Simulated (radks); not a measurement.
**Ag²⁺ in [Kr] 4d9: an all-electron calculation**

The task here is to estimate one member of a computed series from the others.

Method: scalar-relativistic Kohn-Sham, SOGGA, spin-unpolarised, spherical densities, finite nucleus. Code: radks (a radial shooting solver on a logarithmic mesh, Libxc functionals) version 1.

### Starting point

```
element            : silver (Z = 47)
charge             : +2
electrons          : 45
configuration      : [Kr] 4d9
nuclear rms radius : 4.5454 fm
```

Outer shells as boxes (Hund's rule):

Ag²⁺
```
[Kr] core
4d [↑↓][↑↓][↑↓][↑↓][↑ ]
```

The first run:

Settings of this run:

```text
Z 47
configuration [Kr] 4d9
relativity scalar-relativistic
functional sogga,pbe
spin unpolarised
nucleus finite rms 4.5454 fm
c 137.035999084
```

One of the session's tables, all rows but one given; the rest of the session is left out.

It belongs to the step «Orbitals and density». Radial moments (bohr):

| level | <r> | outermost maximum (interpolated) | 90 % within | nodes |
| --- | --- | --- | --- | --- |
| 1s | ? | ? | ? | ? |
| 2s | 0.1350 | 0.114 | 0.209 | 1 |
| 2p | 0.1177 | 0.0912 | 0.192 | 0 |
| 3s | 0.3688 | 0.333 | 0.543 | 2 |
| 3p | 0.3678 | 0.326 | 0.553 | 1 |
| 3d | 0.3459 | 0.274 | 0.547 | 0 |
| 4s | 0.9099 | 0.822 | 1.32 | 3 |
| 4p | 0.9953 | 0.876 | 1.47 | 2 |
| 4d | 1.309 | 1.03 | 2.06 | 1 |

**Question.** Estimate the row for 1s.

As computed: <r>: 0.03112; outermost maximum (interpolated): 0.0202; 90 % within: 0.0558; nodes: 0. In the column «<r>» it is the lowest.

Limits of these values: Spin polarisation and multiplet splitting are left out.
